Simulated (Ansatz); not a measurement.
# Rb3Sn (Fm-3m) in Ansatz: equation of state

How stiff is Rb3Sn in PBE, and what volume does it want? The cell is scaled to several volumes.

Program: Ansatz 0.2.0. These are calculated values, not measurements. Logs are shortened: lines on timing, memory, paths and dates and some standing lists are left out, and cuts for length are marked.

### Step 1. Starting point

Symmetry: Fm-3m, No. 225, cubic system. Conventional cell: a = 9.317 Å, b = 9.317 Å, c = 9.317 Å, α = 90.00°, β = 90.00°, γ = 90.00°. Around Sn (site symmetry m-3m) lie 8 Rb at 4.03 Å. Around Rb (site symmetry m-3m) lie 8 Rb at 4.03 Å. Rb (site symmetry -43m) is surrounded by 4 Rb at 4.03 Å and 4 Sn at 4.03 Å.

The cell comes from a database or a generator and needn't be the stable form of this composition.

### Step 2. Single point, PBE, 47.52 Å³/atom (volume scaled by 0.94)

File input.yaml:

```yaml
crystal:
  lattice:
    - [0.0, 4.5634841727, 4.5634841727]
    - [4.5634841727, 0.0, 4.5634841727]
    - [4.5634841727, 4.5634841727, 0.0]
  atoms:
    - { symbol: Sn, position: [0.0, 0.0, 0.0] }
    - { symbol: Rb, position: [0.5, 0.5, 0.5] }
    - { symbol: Rb, position: [0.75, 0.75, 0.75] }
    - { symbol: Rb, position: [0.25, 0.25, 0.25] }
hamiltonian:
  xc: pbe
  pseudopotentials: { kind: paw }
kpoints:
  mp_grid: { grid: [5, 5, 5] }
scf:
  occupations: { method: fermi_dirac, width: 0.05 }
output:
  forces: true
  stress: true
  eigenvalues: true
```

Potentials or basis: Ansatz PAW.

Command:

```bash
> ansatz run input.yaml --threads 2 --pin off --max-ram 5120MiB --backend cpu --events-out ev --progress --plain --runs-dir out
```

The program printed:

```text
Warning: RAYON_NUM_THREADS=2 ignored (pool sized by the plan → 2); use --threads N
Engine: ansatz 0.2.0, x86_64-unknown-linux-gnu
Pseudopotentials: kind: paw
Pseudopotential: Sn, paw, valence charge 14, recommended cutoff 420 eV (normal), Sn.paw.azcp
Pseudopotential: Rb, paw, valence charge 9, recommended cutoff 420 eV (normal), Rb.paw.azcp
Functional definition: PBE
  parameter kappa = 0.804
  parameter beta = 0.06672455060314922
  exchange = pbe_x(kappa = kappa, mu = beta*pi^2/3)
  correlation = pbe_c(beta = beta)
Crystal: 4 atoms, lattice volume = 190.073 Å³
Basis set: ecut = 420 eV, 3719 PW (Γ), exchange–correlation on 90×90×90 points (8 copies of the dense FFT grid, shifted against one another)
Bands: 25, of which v1, the nominal top of the filled ones, is band 21 counted from 1 (20 counted from 0)
Symmetry: 48 space group operations
Space group: Fm-3m (ITA 225), of the structure as read, at distance tolerance 5.7e-5 Å
k-points: 10 of 125
Non-local potential: Sn, projectors of the file, l = 0: 2, l = 1: 2, l = 2: 2, l = 3: 2
Non-local potential: Rb, projectors of the file, l = 0: 3, l = 1: 2, l = 2: 2
PAW form: soft (Blöchl's): semilocal exchange-correlation on the pseudo side does not see the compensation charge
PAW one-centre angular grid: Sn, 590 points (default); XC on 64 Gauss nodes
PAW one-centre angular grid: Rb, 110 points (default); XC on 64 Gauss nodes
Initial density: superposition of atomic densities (neutral atoms: chi_scale 0, normalization atom), corrected by the library's trained network
Initial wavefunctions: pseudopotential atomic-orbital guess
Functional: x = pbe(κ = 0.804, μ = 0.2195149727645171), c = pbe(β = 0.06672455060314922)
SCF iter   1: F=—  HF=-15826.214940 eV  |F-HF|=—  |Δ(HF+E_count)|=         —  Δρ=6.56e-4  dr2=1.24e-3  ethr=1.77e-3  ⟨swp⟩=7.7  Hψ=1231  notcnv=0
preconditioner: auto → Kerker (q_TF=auto, 2.113 Å⁻¹)  [metal: Δε(μ)=0.020 eV  Ē_g=11.528 eV  σ=0.050 eV  W_gap=0.10  n_scr=26 (ndim 8)  ℏωp=13.5 eV  f_vac=0.000  D(μ)=9.12/eV (n_scr^D=64)]
SCF iter   2: F=—  HF=-15826.215370 eV  |F-HF|=—  |Δ(HF+E_count)|=   4.30e-4  Δρ=4.14e-4  dr2=6.95e-4  ethr=3.02e-6  ⟨swp⟩=3.5  Hψ=707  notcnv=0
SCF iter   3: F=—  HF=-15826.215472 eV  |F-HF|=—  |Δ(HF+E_count)|=   1.02e-4  Δρ=2.55e-4  dr2=3.33e-4  ethr=1.69e-6  ⟨swp⟩=2.7  Hψ=394  notcnv=0
SCF iter   4: F=—  HF=-15826.215489 eV  |F-HF|=—  |Δ(HF+E_count)|=   1.68e-5  Δρ=1.38e-4  dr2=8.83e-5  ethr=8.13e-7  ⟨swp⟩=2.0  Hψ=277  notcnv=0
SCF iter   5: F=—  HF=-15826.215570 eV  |F-HF|=—  |Δ(HF+E_count)|=   8.15e-5  Δρ=6.86e-5  dr2=1.81e-5  ethr=2.15e-7  ⟨swp⟩=2.4  Hψ=386  notcnv=0
SCF iter   6: F=—  HF=-15826.215565 eV  |F-HF|=—  |Δ(HF+E_count)|=   5.39e-6  Δρ=3.07e-5  dr2=2.73e-6  ethr=4.41e-8  ⟨swp⟩=2.3  Hψ=389  notcnv=0
SCF iter   7: F=—  HF=-15826.215564 eV  |F-HF|=—  |Δ(HF+E_count)|=   1.11e-6  Δρ=7.29e-6  dr2=1.15e-7  ethr=6.66e-9  ⟨swp⟩=2.0  Hψ=430  notcnv=0
SCF iter   8: F=-15826.215564 eV  HF=-15826.215564 eV  |F-HF|=6.38e-9  |Δ(HF+E_count)|=   3.58e-8  Δρ=2.40e-6  dr2=1.08e-8  ethr=2.44e-10  ⟨swp⟩=6.7  Hψ=1115  notcnv=0
SCF 1 converged in 8 iterations: F = -15826.215564 eV  dr2 = 1.08e-8
SCF converged after 8 iterations
Free energy (F): -15826.215564 eV
Harris-Foulkes:  -15826.215564 eV  (|F-HF|=6.38e-9)
Internal energy: -15826.144598 eV  (E = F + TS)
E sigma→0 (E₀):  -15826.180081 eV
Entropy (-TS):   -0.070966 eV (-17.742 meV/atom)
Fermi energy:    4.768340 eV
--- Per-component energies (eV) ---
  E_band       = -412.707030
  E_kinetic    = 762.541658
  E_local      = -3000.082609  (includes V_loc(G=0)·N_el)
  E_nonlocal   = 487.932413
  E_hartree    = 1154.053138
  E_xc         = -772.566900
  E_vxc        = -504.532608  (∫ρ·V_xc dr)
  E_paw        = -11990.568262  (= ΣΔE_a)
  E_vpaw       = -466.670351  (= ΣTr[D̂ρ^β])
  E_aug_tail   = -0.000003  (compensation charges beyond the density's cutoff)
  E_ewald      = -2467.454033
  E_smearing   = -0.070966  (= −TS)
  E_closure    = -0.000000  (closes the sum)
  Σ components = -15826.215564   (vs F -15826.215564, Δ=0.00e0)
--- Forces (eV/Å), atoms counted from 1 ---
  atom   1  Sn    -0.00000000     0.00000000     0.00000000
  atom   2  Rb    -0.00000000     0.00000000     0.00000000
  atom   3  Rb     0.00000000     0.00000000    -0.00000000
  atom   4  Rb     0.00000000     0.00000000    -0.00000000
  max |Σ_I F_I| component: 1.02e-16 eV/Å
--- Stress (GPa, compression-positive) ---
        0.514756       0.000000      -0.000000
       -0.000000       0.514756       0.000000
        0.000000      -0.000000       0.514756
  P = ⅓ Tr σ = 0.5148 GPa (5.148 kbar)
--- Band table (eV; the first three rows and the last of 10) ---
  k-point 0: bands = ["-23.9130", "-23.1331", "-23.1189", "-15.6343", "-15.6343", "-15.6343", "-15.6298", "-15.6298", "-8.0482", "-8.0482", "-8.0482", "-7.3186", "-7.3186", "-7.3186", "-7.1751", "-7.1751", "-7.1751", "-1.2941", "4.7666", "4.7666", "4.7666", "5.0101", "6.6783", "6.6783", "7.8420"]
  k-point 1: bands = ["-23.9124", "-23.1321", "-23.1205", "-15.6343", "-15.6343", "-15.6342", "-15.6298", "-15.6298", "-8.0545", "-8.0545", "-8.0525", "-7.3038", "-7.3038", "-7.2914", "-7.2086", "-7.1840", "-7.1840", "-1.2165", "4.0089", "4.7269", "4.7269", "6.1160", "6.9625", "6.9625", "7.5162"]
  k-point 2: bands = ["-23.9115", "-23.1291", "-23.1245", "-15.6343", "-15.6343", "-15.6341", "-15.6298", "-15.6298", "-8.0644", "-8.0644", "-8.0571", "-7.2745", "-7.2745", "-7.2629", "-7.2483", "-7.2039", "-7.2039", "-1.0944", "3.6336", "4.6831", "4.6831", "6.6316", "7.5034", "7.5034", "7.6247"]
  k-point 9: bands = ["-23.9109", "-23.1285", "-23.1258", "-15.6342", "-15.6341", "-15.6341", "-15.6298", "-15.6298", "-8.0885", "-8.0668", "-8.0489", "-7.3387", "-7.2787", "-7.2439", "-7.2157", "-7.1942", "-7.1837", "-1.0492", "3.9192", "4.3720", "4.6784", "6.2228", "7.0280", "7.5494", "7.9590"]
```

Wall time 2.1 s (2 threads of AMD EPYC 7R43 (Zen 3), shared host); peak memory 0.49 GiB.

Results:

```
Free energy            : -15826.2156 eV
Pressure               : 0.5 GPa
Band gap on the k mesh : none (metal or under the smearing width)
```

### Step 3. Single point, PBE, 48.53 Å³/atom (volume scaled by 0.96)

Edit input.yaml of step 2 so:

```diff
@@ -2,5 +2,5 @@
   lattice:
-    - [0.0, 4.5634841727, 4.5634841727]
-    - [4.5634841727, 0.0, 4.5634841727]
-    - [4.5634841727, 4.5634841727, 0.0]
+    - [0.0, 4.595622444, 4.595622444]
+    - [4.595622444, 0.0, 4.595622444]
+    - [4.595622444, 4.595622444, 0.0]
   atoms:
@@ -21 +21,5 @@
   eigenvalues: true
+  write_density: true
+  write_potential: true
+  elf: true
+  volumetric_format: npy
```

Potentials or basis: Ansatz PAW.

Command:

```bash
> ansatz run input.yaml --threads 2 --pin off --max-ram 5120MiB --backend cpu --events-out ev --progress --plain --runs-dir out
```

It took 3 s on 2 threads of AMD EPYC 7R43 (Zen 3), shared host; peak memory 0.5 GiB.

It converged, with:

```yaml
Free_energy: -15826.2261 eV
Pressure: 0.3 GPa
Band_gap_on_the_k_mesh: none (metal or under the smearing width)
```

### Step 4. Single point, PBE, 49.54 Å³/atom (volume scaled by 0.98)

Edit input.yaml of step 3 so:

```diff
@@ -2,5 +2,5 @@
   lattice:
-    - [0.0, 4.595622444, 4.595622444]
-    - [4.595622444, 0.0, 4.595622444]
-    - [4.595622444, 4.595622444, 0.0]
+    - [0.0, 4.6273173935, 4.6273173935]
+    - [4.6273173935, 0.0, 4.6273173935]
+    - [4.6273173935, 4.6273173935, 0.0]
   atoms:
```

Command:

```bash
> ansatz run input.yaml --threads 2 --pin off --max-ram 5120MiB --backend cpu --events-out ev --progress --plain --runs-dir out
```

Wall time 2.8 s (2 threads of AMD EPYC 7R43 (Zen 3), shared host); peak memory 0.5 GiB.

It converged, with:

```
Free energy            : -15826.2322 eV
Pressure               : 0.2 GPa
Band gap on the k mesh : none (metal or under the smearing width)
```

### Step 5. Single point, PBE, 50.55 Å³/atom

Edit input.yaml of step 4 so:

```diff
@@ -2,5 +2,5 @@
   lattice:
-    - [0.0, 4.6273173935, 4.6273173935]
-    - [4.6273173935, 0.0, 4.6273173935]
-    - [4.6273173935, 4.6273173935, 0.0]
+    - [0.0, 4.658584, 4.658584]
+    - [4.658584, 0.0, 4.658584]
+    - [4.658584, 4.658584, 0.0]
   atoms:
@@ -21,5 +21 @@
   eigenvalues: true
-  write_density: true
-  write_potential: true
-  elf: true
-  volumetric_format: npy
```

Command:

```bash
> ansatz run input.yaml --threads 2 --pin off --max-ram 5120MiB --backend cpu --events-out ev --progress --plain --runs-dir out
```

Wall time 2.3 s (2 threads of AMD EPYC 7R43 (Zen 3), shared host); peak memory 0.49 GiB.

Results (log left out):

```
Free energy            : -15826.2343 eV
Pressure               : 0.0 GPa
Band gap on the k mesh : none (metal or under the smearing width)
```

### Step 6. Single point, PBE, 51.56 Å³/atom (volume scaled by 1.02)

Edit input.yaml of step 5 so:

```diff
@@ -2,5 +2,5 @@
   lattice:
-    - [0.0, 4.658584, 4.658584]
-    - [4.658584, 0.0, 4.658584]
-    - [4.658584, 4.658584, 0.0]
+    - [0.0, 4.6894364488, 4.6894364488]
+    - [4.6894364488, 0.0, 4.6894364488]
+    - [4.6894364488, 4.6894364488, 0.0]
   atoms:
@@ -21 +21,5 @@
   eigenvalues: true
+  write_density: true
+  write_potential: true
+  elf: true
+  volumetric_format: npy
```

Potentials or basis: Ansatz PAW.

Command:

```bash
> ansatz run input.yaml --threads 2 --pin off --max-ram 5120MiB --backend cpu --events-out ev --progress --plain --runs-dir out
```

It took 2.9 s on 2 threads of AMD EPYC 7R43 (Zen 3), shared host; peak memory 0.51 GiB.

The run converged. Its results:

```yaml
Free_energy: -15826.2328 eV
Pressure: -0.1 GPa
Band_gap_on_the_k_mesh: none (metal or under the smearing width)
```

### Step 7. Single point, PBE, 52.57 Å³/atom (volume scaled by 1.04)

Edit input.yaml of step 6 so:

```diff
@@ -2,5 +2,5 @@
   lattice:
-    - [0.0, 4.6894364488, 4.6894364488]
-    - [4.6894364488, 0.0, 4.6894364488]
-    - [4.6894364488, 4.6894364488, 0.0]
+    - [0.0, 4.7198881881, 4.7198881881]
+    - [4.7198881881, 0.0, 4.7198881881]
+    - [4.7198881881, 4.7198881881, 0.0]
   atoms:
```

Command:

```bash
> ansatz run input.yaml --threads 2 --pin off --max-ram 5120MiB --backend cpu --events-out ev --progress --plain --runs-dir out
```

It took 3 s on 2 threads of AMD EPYC 7R43 (Zen 3), shared host; peak memory 0.51 GiB.

It converged, with:

- Free energy: -15826.2282 eV
- Pressure: -0.2 GPa
- Band gap on the k mesh: none (metal or under the smearing width)

### Step 8. Single point, PBE, 53.58 Å³/atom (volume scaled by 1.06)

Edit input.yaml of step 7 so:

```diff
@@ -2,5 +2,5 @@
   lattice:
-    - [0.0, 4.7198881881, 4.7198881881]
-    - [4.7198881881, 0.0, 4.7198881881]
-    - [4.7198881881, 4.7198881881, 0.0]
+    - [0.0, 4.7499519807, 4.7499519807]
+    - [4.7499519807, 0.0, 4.7499519807]
+    - [4.7499519807, 4.7499519807, 0.0]
   atoms:
@@ -21,5 +21 @@
   eigenvalues: true
-  write_density: true
-  write_potential: true
-  elf: true
-  volumetric_format: npy
```

Command:

```bash
> ansatz run input.yaml --threads 2 --pin off --max-ram 5120MiB --backend cpu --events-out ev --progress --plain --runs-dir out
```

It took 2.4 s on 2 threads of AMD EPYC 7R43 (Zen 3), shared host; peak memory 0.49 GiB.

Results (log left out):

```
Free energy            : -15826.2207 eV
Pressure               : -0.4 GPa
Band gap on the k mesh : none (metal or under the smearing width)
```

### Step 9. Equation of state, PBE

Potentials or basis: Ansatz PAW.

No new run: the results of the series are fitted here.

What came out:

```yaml
Equilibrium_volume: 50.62 Å³/atom
Bulk_modulus: 7.0 GPa
Pressure_derivative_of_the_bulk_modulus: 4.7
```

Energy against volume, from the lowest point:
| volume (Å³/atom) | energy (meV/atom) |
| --- | --- |
| 47.518 | 4.68 |
| 48.529 | 2.04 |
| 49.540 | 0.52 |
| 50.551 | 0.00 |
| 51.562 | 0.37 |
| 52.573 | 1.52 |
| 53.584 | 3.40 |
